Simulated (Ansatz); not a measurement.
**CH₅BGe: one species, many methods**

One table from this session's results is given with a row withheld; the runs are named, their logs left out.

The runs use Ansatz 0.2.0, Gaussian basis; functionals in def2-TZVPP, the program's frozen cores in correlated methods.

The runs, in order: LDA (SPW92), PBE-D4, revPBE-D4, BLYP-D4, r2SCAN-D4, B97M-V, PBE0-D4, B3LYP-D4, r2SCANh-D4, r2SCAN0-D4, HSE06-D4, BHLYP-D4, CAM-B3LYP-D4, LC-ωPBE, ωB97X-V, ωB97M-V, B2PLYP, PBE-QIDH; CCSD(T)/def2-SVP; CCSD(T)/def2-TZVPP; MP2/def2-QZVPP; extrapolation to the limit; RPA on PBE.

### Structure used throughout

An earlier PBE0-D4 in a triple-zeta def2 set relaxation fixed the geometry.

SMILES `[BH]1[CH2][GeH2]1`, 8 atoms, charge 0, spin multiplicity 1.

Atoms are counted from 1 here; the program's logs count them from 0.

Bond lengths: B1–C2 1.465 Å, B1–Ge3 1.963 Å, B1–H4 1.187 Å, C2–Ge3 2.265 Å, C2–H5 1.089 Å, C2–H6 1.090 Å, Ge3–H7 1.534 Å, Ge3–H8 1.543 Å. Angles: C2–B1–Ge3 81.3°, C2–B1–H4 133.7°, Ge3–B1–H4 130.7°, B1–C2–Ge3 58.9°, B1–C2–H5 126.1°, B1–C2–H6 121.7°, Ge3–C2–H5 85.1°, Ge3–C2–H6 138.8°, H5–C2–H6 111.9°, B1–Ge3–C2 39.7°, B1–Ge3–H7 124.8°, B1–Ge3–H8 122.2°, C2–Ge3–H7 95.2°, C2–Ge3–H8 123.8°, H7–Ge3–H8 108.8°.

Set-up of the first run:

Contents of in.yaml:

```yaml
crystal:
  periodic: [false, false, false]
  atoms:
    - {symbol: B, position_ang: [-0.933950, 0.395569, -0.543129]}
    - {symbol: C, position_ang: [-0.052609, 0.934251, 0.495870]}
    - {symbol: Ge, position_ang: [0.170428, -1.197689, -0.236550]}
    - {symbol: H, position_ang: [-1.388063, 0.841257, -1.545082]}
    - {symbol: H, position_ang: [0.104389, 0.511120, 1.486753]}
    - {symbol: H, position_ang: [0.444653, 1.897434, 0.381714]}
    - {symbol: H, position_ang: [0.495480, -1.785502, 1.142984]}
    - {symbol: H, position_ang: [1.251672, -1.653539, -1.238361]}
basis:
  gaussian: {orbitals: def2-TZVPP}
hamiltonian: {xc: lda}
output: {orbitals: {seedname: orbitals}}
```

On the command line:

```
ansatz run in.yaml --threads 2 --pin off --events-out ev --progress --plain --max-ram 4352MiB
```

Among the steps run: LDA; PBE-D4 (GGA); revPBE-D4 (GGA); BLYP-D4 (GGA); r2SCAN-D4 (meta-GGA); B97M-V (meta-GGA); B3LYP-D4 (hybrid); r2SCANh-D4 (hybrid); r2SCAN0-D4 (hybrid); HSE06-D4 (hybrid); BHLYP-D4 (hybrid); CAM-B3LYP-D4 (range-separated); LC-ωPBE (range-separated); ωB97X-V (range-separated); ωB97M-V (range-separated); B2PLYP (double hybrid); PBE-QIDH (double hybrid).

One table of the session follows, with a row left open; its other results are not shown here.

It belongs to the step «Orbital energies across the functionals». 

```
  functional  HOMO (eV)  LUMO (eV)  gap (eV)
 LDA (SPW92)      -6.08      -2.45      3.63
      PBE-D4      -5.92      -2.25      3.67
   revPBE-D4      -5.86      -2.16      3.70
     BLYP-D4      -5.76      -2.12      3.64
   r2SCAN-D4      -6.09      -2.05      4.04
      B97M-V      -6.05      -2.01      4.04
     PBE0-D4      -6.83      -1.40      5.43
    B3LYP-D4      -6.65      -1.62      5.03
  r2SCANh-D4      -6.44      -1.75      4.69
  r2SCAN0-D4      -6.96      -1.31      5.65
    HSE06-D4      -6.44      -1.78      4.66
    BHLYP-D4      -7.59      -0.49      7.10
CAM-B3LYP-D4      -8.02      -0.37      7.64
     LC-ωPBE          ?          ?         ?
     ωB97X-V      -8.95       0.63      9.58
     ωB97M-V      -8.87       0.46      9.33
```

Estimate the missing values for LC-ωPBE.

As computed: HOMO (eV): -9.26; LUMO (eV): 0.72; gap (eV): 9.98. In the column «HOMO (eV)» it is the lowest.
